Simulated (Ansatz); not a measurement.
# Gd (dhcp type): how the settings move a single-point run

Aim: see which settings change the result for Gd (dhcp type), by how much, and at what cost.

Computed with Ansatz 0.2.0 (reference: DFT, PBE, PAW with Ansatz's default frozen-core files, scalar-relativistic, unless a step's input says otherwise).

3 further runs of the same task are left out: 1 for a known fault of the program, 2 that didn't finish.

## (1) Starting point

Symmetry: P6_3/mmc, No. 194, hexagonal system. Conventional cell: a = 2.774 Å, b = 2.774 Å, c = 9.060 Å, α = 90.00°, β = 90.00°, γ = 120.00°. Gd (site symmetry -3m) has 12 Gd at 2.77 Å as nearest neighbours. Around Gd (site symmetry -6m2) lie 12 Gd at 2.77 Å.

Structure file:

```xyz
4
Lattice="2.7742 0.0000 0.0000 -1.3871 2.4025 0.0000 0.0000 0.0000 9.0605" Properties=species:S:1:pos:R:3 pbc="T T T"
Gd    0.0000    0.0000    0.0000
Gd    0.0000    0.0000    4.5302
Gd    0.0000    1.6017    2.2651
Gd    1.3871    0.8008    6.7953
```

## (2) The reference run

The input, input.yaml:

```yaml
crystal:
  lattice:
    - [2.7741692537, 0.0, 0.0]
    - [-1.3870846269, 2.4025010481, 0.0]
    - [0.0, 0.0, 9.060463819]
  atoms:
    - { symbol: Gd, position: [0.0, 0.0, 0.0], spin: 7.0 }
    - { symbol: Gd, position: [0.0, 0.0, 0.5], spin: 7.0 }
    - { symbol: Gd, position: [0.3333333333, 0.6666666667, 0.25], spin: 7.0 }
    - { symbol: Gd, position: [0.6666666667, 0.3333333333, 0.75], spin: 7.0 }
magnetization:
  spin_polarized: true
kpoints:
  mp_grid: { grid: [10, 10, 3] }
  band_path:
    path:
      - [0.0, 0.0, 0.0]
      - [0.5, 0.0, 0.0]
      - [0.3333333333, 0.3333333333, 0.0]
      - [0.0, 0.0, 0.0]
      - [0.0, 0.0, 0.5]
      - [0.5, 0.0, 0.5]
      - [0.3333333333, 0.3333333333, 0.5]
      - [0.0, 0.0, 0.5]
      - [0.5, 0.0, 0.5]
    npoints: 8
scf:
  occupations: { method: fermi_dirac, width: 0.1 }
hamiltonian:
  xc: pbe
  pseudopotentials: { kind: paw }
output:
  forces: true
  stress: true
  eigenvalues: true
  populations: true
  dos: { projected: true, de: 0.2, e_range: [-14, 8] }
```

The run is started by

```sh
> ansatz run input.yaml --threads 2 --pin off --max-ram 6144MiB --backend cpu --events-out ev --progress --plain --runs-dir out
```

## (3) Variant: n_extra_bands 32

input.yaml, as its differences from that of step 2:

```diff
@@ -28,2 +28,3 @@
   occupations: { method: fermi_dirac, width: 0.1 }
+  n_extra_bands: 32
 hamiltonian:
@@ -36,2 +37 @@
   populations: true
-  dos: { projected: true, de: 0.2, e_range: [-14, 8] }
```

Before running it: what results should come out? Wanted: for each run, ending; energy change; pressure; abs. moment; force.

**Answer**, as computed:

| run | ending | energy change | pressure (GPa) | abs. moment (μB) | force (eV/Å) | cycles | time |
| --- | --- | --- | --- | --- | --- | --- | --- |
| reference | converged | 0 | 87.3 | 26.92 | 0.00 | 12 | 11 s |
| 1: n_extra_bands 32 | converged | 0.0 meV/atom | 87.3 | 26.92 | 0.00 | 12 | 13 s |

Times don't compare one to one where runs were asked for different outputs or read a saved state (see the inputs); cycles may leave out searches for a lower state.

Residual by cycle in the longest SCF loop of each run; runs are numbered as in the table. The quantity is the density residual dr2, in eV.

| cycle | reference | run 1 |
| --- | --- | --- |
| 1 | 8.09 | 7.98 |
| 2 | 2.61 | 2.62 |
| 3 | 0.666 | 0.649 |
| 4 | 0.00644 | 0.00647 |
| 5 | 0.00148 | 0.0014 |
| 6 | 0.00147 | 0.00127 |
| 7 | 1.9e-4 | 1.9e-4 |
| 8 | 9.2e-5 | 4.8e-5 |
| 9 | 4.1e-6 | 3.8e-6 |
| 10 | 2.7e-7 | 2.2e-7 |
| 11 | 1.2e-8 | 4.8e-9 |
| 12 | 2.7e-8 | 1.7e-8 |

What this shows: Energy and cycle count are those of the reference, so the change (band count) left the result and the number of cycles as they were. The structure is not at rest: the sound run finds 87 GPa, so these are no properties of the relaxed crystal. 
